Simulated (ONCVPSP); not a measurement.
# An ONCV potential for As, from input to tests

Task: generate the file, and judge it by its errors in other configurations, its logarithmic derivatives, its ghosts and its cutoff.

Program: ONCVPSP 4.0.1. Reference atom: LDA (Perdew-Zunger), scalar-relativistic, spherical and spin-unpolarised. All values are calculated.

1 further run of the same task is left out (it didn't finish).

**1. Settings**

Typed settings, in words:

```json
{
  "element": "arsenic (As, Z = 33)",
  "type": "optimised norm-conserving Vanderbilt (ONCV)",
  "frozen core": "[Ar]",
  "valence charge": "15",
  "reference configuration": "3d10 4s1 4p4",
  "partial waves": "4s: rc 1.45 bohr, ncon 5, nbas 10, qcut 5.2 1/bohr, 3 projectors, debl 2.3 Ha; 4p: rc 1.60 bohr, ncon 3, nbas 7, qcut 5.9 1/bohr, 1 projector; 3d: rc 0.60 bohr, ncon 4, nbas 7, qcut 15.7 1/bohr, 2 projectors, debl 1.3 Ha; f scattering state at 0.28 Ha: rc 1.75 bohr, ncon 4, nbas 8, qcut 6.4 1/bohr, 2 projectors, debl 2.6 Ha",
  "local potential": "polynomial inside 0.60 bohr (lpopt 4, dvloc0 0 Ha)",
  "core correction": "Teter function, fcfact 4, rcfact 1.22"
}
```

The nodes and maxima of the atom's own shells, from an earlier all-electron run, set the scale for the radii.

All-electron outer shells of the reference configuration (LDA (Perdew-Zunger), scalar-relativistic, ld1.x):

| shell | level (eV) | outermost node (bohr) | outermost maximum (bohr) |
| --- | --- | --- | --- |
| 3s | -191.17 | 0.25 | 0.52 |
| 3p | -135.08 | 0.22 | 0.52 |
| 3d | -42.52 | – | 0.47 |
| 4s | -15.59 | 0.73 | 1.59 |
| 4p | -5.98 | 0.78 | 1.95 |

**2. Generation**

File As.dat:

```
# ATOM AND REFERENCE CONFIGURATION
# atsym  z   nc   nv     iexc    psfile
  As 33.00    5    3        3      upf
#
#   n    l    f
    1    0    2.00
    2    0    2.00
    2    1    6.00
    3    0    2.00
    3    1    6.00
    3    2   10.00
    4    0    1.00
    4    1    4.00
#
# PSEUDOPOTENTIAL AND OPTIMIZATION
# lmax
    3
#
#   l,   rc,      ep,       ncon, nbas, qcut
    0    1.45    0.00    5   10    5.20
    1    1.60    0.00    3    7    5.90
    2    0.60    0.00    4    7   15.70
    3    1.75    0.28    4    8    6.40
#
# LOCAL POTENTIAL
# lloc, lpopt,  rc(5),   dvloc0
    4    4    0.60    0.00
#
# VANDERBILT-KLEINMAN-BYLANDER PROJECTORs
# l, nproj, debl
    0    3    2.30
    1    1    0.40
    2    2    1.30
    3    2    2.60
#
# MODEL CORE CHARGE
# icmod, fcfact, rcfact
    3    4.00    1.22
#
# LOG DERIVATIVE ANALYSIS
# epsh1, epsh2, depsh
   -3.00    5.00    0.02
#
# OUTPUT GRID
# rlmax, drl
    6.00    0.01
#
# TEST CONFIGURATIONS
# ncnf
    4
# nvcnf
#   n    l    f
    3
    3    2   10.00
    4    0    2.00
    4    1    3.00
#
    3
    3    2   10.00
    4    0    2.00
    4    1    2.00
#
    3
    3    2   10.00
    4    0    2.00
    4    1    1.00
#
    3
    3    2   10.00
    4    0    1.00
    4    1    3.00
#
```

Launch:

```bash
$ oncvpsp.x < As.dat > As.out
```

**Question.** What will these runs give? Wanted: cutoffs for 1 and 0.1 mHa per electron, occupied waves; bound ghosts; GHOST(+) flags; largest test error; largest phase difference near zero energy, channels read; rms error of d²Exc/dn², without and with the model core; projector energies reset by the program.

As calculated:

| quantity | value |
| --- | --- |
| cutoffs for 1 and 0.1 mHa per electron, occupied waves | 483 Ha and 647 Ha |
| bound ghosts | s at -194.53 eV, p at -56.56 eV |
| GHOST(+) flags | s at 2896 eV, d at 7176 eV, f at 59 eV |
| largest test error (AE − PS) | -4.7 meV, for 3d10 4s2 4p1 |
| largest phase difference near zero energy, channels read | 0.001 rad |
| rms error of d²Exc/dn², without and with the model core | 8.09 and 3.86 mHa |
| projector energies reset by the program | d: -1.563, 0.250 Ha |

In words: A bound ghost (s, p) makes it unfit for use: electrons can fall into a state that the atom doesn't have. Close by lies the frozen 3s level (-191.2 eV). By total energies transferability is very good: the largest error is 4.7 meV on 18.0 eV, for 3d10 4s2 4p1. Atomic tests can pass in spite of a ghost, since they solve only for the levels asked. The potential is very hard: the looser tolerance needs 483 Ha. At the looser tolerance the 3d wave is the slowest; 4s needs 11 Ha. Near zero energy the phases of the channels with partial waves agree within 0.001 rad. The pseudo curves have a pole with no partner nearby in the atom's: p at -2.06 Ha. The program also flags highly localised states, GHOST(+) (s, d, f). All of this concerns the isolated atom, not yet a solid.
